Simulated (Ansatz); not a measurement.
# LiCl: how the settings move a calculation

Question: which choices in the input matter for LiCl?

The COD entry's cell or inner coordinates are ideal or old and differ from later refinements, so a difference from it is no clean test against experiment.

Program: Ansatz 0.2.0. Level of theory: reference: DFT, PBE, plane-wave PAW, default files, scalar-relativistic. These are calculated values, not measurements.

### Step 1. The system as given

It takes space group Fm-3m (No. 225, cubic). The conventional cell has a = 5.130 Å, b = 5.130 Å, c = 5.130 Å, α = 90.00°, β = 90.00°, γ = 90.00°. Around Li (site symmetry m-3m) lie 6 Cl at 2.56 Å. Around Cl (site symmetry m-3m) lie 6 Li at 2.56 Å.

As a file:

```
Li Cl
1.0
     0.00000    2.56477    2.56477
     2.56477    0.00000    2.56477
     2.56477    2.56477    0.00000
Li Cl
1 1
Cartesian
  0.0000 0.0000 0.0000
  2.5648 2.5648 2.5648
```

### Step 2. Reference

File input.yaml:

```yaml
crystal:
  lattice:
    - [0.0, 2.56477, 2.56477]
    - [2.56477, 0.0, 2.56477]
    - [2.56477, 2.56477, 0.0]
  atoms:
    - { symbol: Li, position: [0.0, 0.0, 0.0] }
    - { symbol: Cl, position: [0.5, 0.5, 0.5] }
kpoints:
  mp_grid: { grid: [9, 9, 9] }
scf:
  occupations: { method: fermi_dirac, width: 0.02 }
hamiltonian:
  xc: pbe
  pseudopotentials: { kind: paw }
output:
  forces: true
  stress: true
  populations: true
  efg:
    quadrupole_moments_barn: { Li: -0.0401, Cl: -0.08112 }
    contact_densities: true
relax:
  f_tol: 0.02
  max_steps: 60
```

The run is started by

```
$ ansatz run input.yaml --threads 1 --pin off --max-ram 2560MiB --backend cpu --events-out ev --progress --plain --runs-dir out
```

### Step 3. Variant: mixing.algorithm msr1, mixing.beta 0.3, mixing.ndim 16, dispersion d3bjatm, ecutrho_ratio 12

input.yaml, as its differences from that of step 2:

```diff
@@ -12,2 +12,3 @@
   occupations: { method: fermi_dirac, width: 0.02 }
+  mixing: { algorithm: msr1, beta: 0.3, ndim: 16 }
 hamiltonian:
@@ -15,2 +16,3 @@
   pseudopotentials: { kind: paw }
+  dispersion: d3bjatm
 output:
@@ -22,4 +24,3 @@
     contact_densities: true
-relax:
-  f_tol: 0.02
-  max_steps: 60
+basis:
+  ecutrho_ratio: 12
```

### Step 4. Changed: lower_state_search off

input.yaml, as its differences from that of step 2:

```diff
@@ -12,2 +12,3 @@
   occupations: { method: fermi_dirac, width: 0.02 }
+  lower_state_search: "off"
 hamiltonian:
@@ -22,4 +23 @@
     contact_densities: true
-relax:
-  f_tol: 0.02
-  max_steps: 60
```

**Question.** What will these runs give? Wanted: for each run, ending; energy change; pressure; gap; force.

As calculated:

| run | ending | energy change | pressure (GPa) | gap (eV) | force (eV/Å) | cycles | time |
| --- | --- | --- | --- | --- | --- | --- | --- |
| reference | converged | 0 | 0.4 | 6.33 | 0.00 | 6 | 2.2 s |
| 1: mixing.algorithm msr1, mixing.beta 0.3, mixing.ndim 16, dispersion d3bjatm, ecutrho_ratio 12 | converged | -211.8 meV/atom (offset of the dispersion model) | -1.6 | 6.33 | 0.00 | 7 | 3.2 s |
| 2: lower_state_search off | converged | 0.0 meV/atom | 0.4 | 6.33 | 0.00 | 6 | 1.7 s |

What this shows: «lower_state_search off» leaves the energy as it was. The pressure spans -1.6 to 0.4 GPa over the reference and the converged variants. Symmetry fixes the atoms and the cell is held, so no setting can move this relaxation. 

These are semilocal Kohn-Sham gaps, which aren't the measured quantity. Such gaps usually fall short of the measured ones.
